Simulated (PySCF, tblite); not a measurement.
# C6H5FSi: geometry, infrared bands and NMR shifts

Aim: predict the infrared bands and NMR shifts of C6H5FSi (`C#CC1=C[SiH2]C=C1F`).

Computed with tblite 0.8.0 and PySCF 2.14.0, with density-fitted response routines of our own, on a single molecule in the gas phase. Atoms count from 0, in the outputs and in this text.

## Step 1: The starting structure

13 atoms, charge 0, multiplicity 1; geometry from: force field or distance geometry start.

Bonds of the start (Å): C0–C1 1.21, C1–C2 1.40, C2–C3 1.35, C3–Si4 1.88, Si4–C5 1.86, C5–C6 1.35, C6–F7 1.35, C6–C2 1.46, C0–H8 1.06, C3–H9 1.07, Si4–H10 1.48, Si4–H11 1.49, C5–H12 1.08.

## Step 2: Geometry optimisation with GFN2-xTB

The job: settings as JSON, then the geometry in Å.

```
{"job": {"kind": "relax", "xc": "GFN2-xTB", "basis": "xTB"}, "charge": 0, "multiplicity": 1}
C      3.227900     0.495700     0.111200
C      2.030000     0.311800     0.053800
C      0.646800     0.077300     0.009000
C      0.078100    -0.868200    -0.768800
Si    -1.787800    -0.865200    -0.560500
C     -1.615600     0.554500     0.628700
C     -0.313300     0.872300     0.770600
F      0.102100     1.865700     1.589100
H      4.274000     0.668700     0.159700
H      0.578800    -1.575900    -1.404400
H     -2.294000    -2.097500     0.081100
H     -2.480000    -0.469000    -1.816300
H     -2.451300     1.030100     1.129000
```

The run is started by

```
$ OMP_NUM_THREADS=1 python probes_run.py task.json out
```

One launch serves the whole session: the jobs run in the order shown.

**Question.** This job is followed by: GFN2-xTB harmonic vibrations, gas phase; GIAO PBE0/pcSseg-1 NMR shielding, non-relativistic, gas phase. Predict these results of the whole session: strongest single infrared mode (GFN2-xTB); zero-point energy (GFN2-xTB); 13C shifts against TMS (PBE0/pcSseg-1); 1H shifts against TMS (PBE0/pcSseg-1, means over atoms taken as alike); 29Si shifts against TMS (PBE0/pcSseg-1); 19F shifts against CFCl3 (PBE0/pcSseg-1).

The runs gave:

| quantity | value |
| --- | --- |
| strongest single infrared mode (GFN2-xTB) | 2268 cm⁻¹, 429 km/mol |
| zero-point energy (GFN2-xTB) | 50.4 kcal/mol |
| 13C shifts against TMS (PBE0/pcSseg-1) | 178.1, 146.5, 143.8, 99.7, 95.1, 82.5 ppm |
| 1H shifts against TMS (PBE0/pcSseg-1, means over atoms taken as alike) | 6.83, 5.17, 4.64, 3.08 ppm |
| 29Si shifts against TMS (PBE0/pcSseg-1) | -50.1 ppm |
| 19F shifts against CFCl3 (PBE0/pcSseg-1) | -84.4 ppm |

**Reading.** Over 34 steps the energy fell by 0.110 eV; of the close pairs, Si4–H11 changed most, 1.488 to 1.462 Å. All 33 modes are real, so the xTB geometry is a minimum. Unscaled tight-binding wavenumbers are off by several per cent, some by more. Its intensities can rank the bands wrongly. At PBE0/pcSseg-1: Shielding is most anisotropic at C1 (span 294 ppm, paramagnetic term -139 ppm).
